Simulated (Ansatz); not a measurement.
# Eu: the cost of one run

Method: DFT LDA, with the methods named in each step, in Ansatz 0.2.0.

## (1) The system as given

It takes space group Im-3m (No. 229, cubic). Conventional cell: a = 4.606 Å, b = 4.606 Å, c = 4.606 Å, α = 90.00°, β = 90.00°, γ = 90.00°. Eu (site symmetry m-3m) is surrounded by 8 Eu at 3.99 Å.

Coordinates:

```xyz
1
Lattice="-2.3030 2.3030 2.3030 2.3030 -2.3030 2.3030 2.3030 2.3030 -2.3030" Properties=species:S:1:pos:R:3 pbc="T T T"
Eu    0.0000    0.0000    0.0000
```

Where an Elk run is restarted with further inputs, its INFO.OUT and LSJ.OUT are those of the last start.

The cell forces parallel moments, which needn't be the real order.

Elk's input and logs are in atomic units (hartree, bohr).

## (2) Collinear moments, PAW

The input, input.yaml:

```yaml
crystal:
  lattice:
    - [-2.303, 2.303, 2.303]
    - [2.303, -2.303, 2.303]
    - [2.303, 2.303, -2.303]
  atoms:
    - { symbol: Eu, position: [0.0, 0.0, 0.0], spin: 7.0 }
magnetization:
  spin_polarized: true
kpoints:
  mp_grid: { grid: [9, 9, 9] }
scf:
  occupations: { method: fermi_dirac, width: 0.05 }
hamiltonian:
  xc: lda
  pseudopotentials: { kind: paw }
output:
  forces: true
  stress: true
  eigenvalues: true
```

Started as:

```
$ ansatz run input.yaml --threads 2 --pin off --max-ram 3072MiB --backend cpu --events-out ev --progress --plain --runs-dir out
```

Q: Estimate wall time and peak memory on 2 threads of Arm Neoverse V2, shared host.

About 2.6 s, with a peak of 0.33 GiB.
